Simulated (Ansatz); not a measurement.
**C2H7BOSi: how energies converge with the basis set**

One table from this session's results is given with a row withheld; the runs are named, their logs left out.

Program: Ansatz 0.2.0, Gaussian basis. Level of theory: one geometry, several basis sets. These are calculated values, not measurements.

Plan: PBE0-D4/def2-SVP; ωB97M-V/def2-SVP; PBE0-D4/def2-QZVPP; ωB97M-V/def2-QZVPP; the functionals' def2-TZVPP values are taken from earlier runs.

### Structure used throughout

An earlier PBE0-D4 in a triple-zeta def2 set relaxation fixed the geometry.

SMILES `CC1B[SiH2]O1`, 12 atoms, charge 0, spin multiplicity 1.

Atoms are counted from 1 here; the program's logs count them from 0.

Bond lengths: C1–C2 1.520 Å, C1–H6 1.093 Å, C1–H7 1.092 Å, C1–H8 1.092 Å, C2–B3 1.581 Å, C2–O5 1.462 Å, C2–H9 1.102 Å, B3–Si4 2.003 Å, B3–H10 1.190 Å, Si4–O5 1.679 Å, Si4–H11 1.492 Å, Si4–H12 1.492 Å. Angles: C2–C1–H6 111.4°, C2–C1–H7 110.5°, C2–C1–H8 109.7°, H6–C1–H7 108.5°, H6–C1–H8 107.8°, H7–C1–H8 108.9°, C1–C2–B3 115.6°, C1–C2–O5 110.5°, C1–C2–H9 108.9°, B3–C2–O5 101.7°, B3–C2–H9 111.4°, O5–C2–H9 108.5°, C2–B3–Si4 81.6°, C2–B3–H10 129.3°, Si4–B3–H10 149.1°, B3–Si4–O5 79.2°, B3–Si4–H11 121.5°, B3–Si4–H12 120.2° and more.

As a file:

```
C    -1.46700    0.76790   -0.20965
C    -0.27221   -0.08837   -0.59537
B     0.08993   -1.24932    0.41483
Si    1.80913   -0.22582    0.51848
O     0.95361    0.70782   -0.58358
H    -1.39029    1.11915    0.82241
H    -2.39421    0.19987   -0.31431
H    -1.51445    1.64584   -0.85757
H    -0.42652   -0.47685   -1.61464
H    -0.56586   -2.18103    0.75890
H     2.19381    0.52790    1.74685
H     3.06086   -0.80240   -0.05226
```

The first run:

Input file in.yaml:

```yaml
crystal:
  periodic: [false, false, false]
  atoms:
    - {symbol: C, position_ang: [-1.466998, 0.767902, -0.209654]}
    - {symbol: C, position_ang: [-0.272206, -0.088372, -0.595367]}
    - {symbol: B, position_ang: [0.089933, -1.249318, 0.414831]}
    - {symbol: Si, position_ang: [1.809134, -0.225825, 0.518478]}
    - {symbol: O, position_ang: [0.953608, 0.707820, -0.583581]}
    - {symbol: H, position_ang: [-1.390294, 1.119146, 0.822414]}
    - {symbol: H, position_ang: [-2.394210, 0.199875, -0.314307]}
    - {symbol: H, position_ang: [-1.514454, 1.645838, -0.857566]}
    - {symbol: H, position_ang: [-0.426525, -0.476847, -1.614642]}
    - {symbol: H, position_ang: [-0.565858, -2.181026, 0.758902]}
    - {symbol: H, position_ang: [2.193810, 0.527904, 1.746852]}
    - {symbol: H, position_ang: [3.060857, -0.802400, -0.052261]}
basis:
  gaussian: {orbitals: def2-SVP}
hamiltonian: {xc: pbe0, dispersion: d4}
output: {orbitals: {seedname: orbitals}}
```

Command:

```
ansatz run in.yaml --threads 4 --pin off --events-out ev --progress --plain --max-ram 10444MiB
```

Among the steps run: PBE0-D4 in def2-SVP; ωB97M-V in def2-SVP; PBE0-D4 in def2-QZVPP; ωB97M-V in def2-QZVPP.

One table of the session follows, with a row left open; its other results are not shown here.

It belongs to the step «Density functionals: the series». 

```
functional       basis  HOMO (eV)  LUMO (eV)
   PBE0-D4    def2-SVP      -7.52      -2.27
   PBE0-D4  def2-TZVPP      -7.50      -2.30
   PBE0-D4  def2-QZVPP      -7.51      -2.32
   ωB97M-V    def2-SVP          ?          ?
   ωB97M-V  def2-TZVPP      -9.66      -0.32
   ωB97M-V  def2-QZVPP      -9.68      -0.37
```

**Question.** Estimate the row for ωB97M-V, def2-SVP.

As computed: HOMO (eV): -9.66; LUMO (eV): -0.20.
